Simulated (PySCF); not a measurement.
# PbCl4: other functionals and bases at one geometry

The task here is to estimate one member of a computed series from the others.

The runs use PySCF 2.14.0; several levels, as the steps say, no spin–orbit coupling.

2 further runs of the same task are left out: 1 for a known fault of the program, 1 that didn't finish.

## The starting structure

5 atoms, charge 0, spin multiplicity 1.

Bond lengths: Pb1–Cl2 2.449 Å, Pb1–Cl3 2.449 Å, Pb1–Cl4 2.449 Å, Pb1–Cl5 2.449 Å. Angles: Cl2–Pb1–Cl3 108.7°, Cl2–Pb1–Cl4 109.8°, Cl2–Pb1–Cl5 109.8°, Cl3–Pb1–Cl4 109.8°, Cl3–Pb1–Cl5 109.8°, Cl4–Pb1–Cl5 108.8°.

As a file:

| atom | x (Å) | y (Å) | z (Å) |
| --- | --- | --- | --- |
| Pb1 | 0.00487 | 0.23427 | 0.00000 |
| Cl2 | -0.02479 | -1.19242 | 1.99021 |
| Cl3 | -0.02479 | -1.19242 | -1.99021 |
| Cl4 | 2.02500 | 1.61834 | 0.00000 |
| Cl5 | -1.95598 | 1.70112 | 0.00000 |

Formal oxidation states: Pb +4. An earlier session relaxed this geometry at PBE, Pb def2-SVP with ECP60, Cl def2-SVP (singlet, point group D2d).

At PBE on the finer grid: E = -2032.484242 Eh, HOMO -8.03 eV, LUMO -5.83 eV, Mulliken charge on Pb1 +0.75 e, largest force component 0.016 eV/Å. 

Levels to run: r2SCAN; TPSS; BLYP; wB97X; PBE, TZVP; PBE, x2c-SVP. Hardware: 2 threads of Arm Neoverse V1, shared host.

The first run:

run.py (the lines that set the calculation) reads:

```python
mol = gto.M(atom='''
Pb     0.00487     0.23427     0.00000
Cl    -0.02479    -1.19242     1.99021
Cl    -0.02479    -1.19242    -1.99021
Cl     2.02500     1.61834     0.00000
Cl    -1.95598     1.70112     0.00000''',
    basis={'Pb': 'def2-SVP', 'Cl': 'def2-SVP'},
    ecp={'Pb': 'def2-SVP'},
    charge=0, spin=0)
mf = dft.RKS(mol, xc='R2SCAN')
mf.grids.atom_grid = (75, 302)
mf = mf.density_fit()  # fitting sets: Pb def2-universal-JKFIT, Cl def2-universal-JKFIT
mf.conv_tol = 1e-08; mf.max_cycle = 55
mf.kernel(dm0)  # dm0: the density of the relaxed state
```

Started as:

```bash
OMP_NUM_THREADS=2 python run.py
```

Among the steps run: r2SCAN; TPSS; BLYP; wB97X; PBE, TZVP; PBE, x2c-SVP.

One table of the session follows, with a row left open; its other results are not shown here.

| level | HOMO (eV) | gap (eV) | charge on Pb1 (e) | largest force component (eV/Å) |
| --- | --- | --- | --- | --- |
| PBE (relaxed here) | -8.03 | 2.20 | 0.75 | 0.02 |
| r2SCAN | -8.54 | 2.54 | 0.90 | 0.20 |
| TPSS | ? | ? | ? | ? |
| BLYP | -7.76 | 2.16 | 0.73 | 0.30 |
| wB97X | -12.05 | 8.62 | 0.90 | 0.58 |
| PBE, TZVP | -8.29 | 2.28 | 1.02 | 0.30 |
| PBE, x2c-SVP | -8.01 | 2.19 | 0.82 | 0.13 |

Estimate the missing values for TPSS.

As computed: HOMO (eV): -8.26; gap (eV): 2.36; charge on Pb1 (e): 0.84; largest force component (eV/Å): 0.03. In the column «HOMO (eV)» it lies between PBE, TZVP (-8.29) and PBE (relaxed here) (-8.03).

In one basis the HOMO–LUMO gap runs from 2.16 eV (BLYP) to 8.62 eV (wB97X). The largest leftover force, 0.58 eV/Å with wB97X, stands at a geometry relaxed at another level. Total energies of different levels can't be compared.
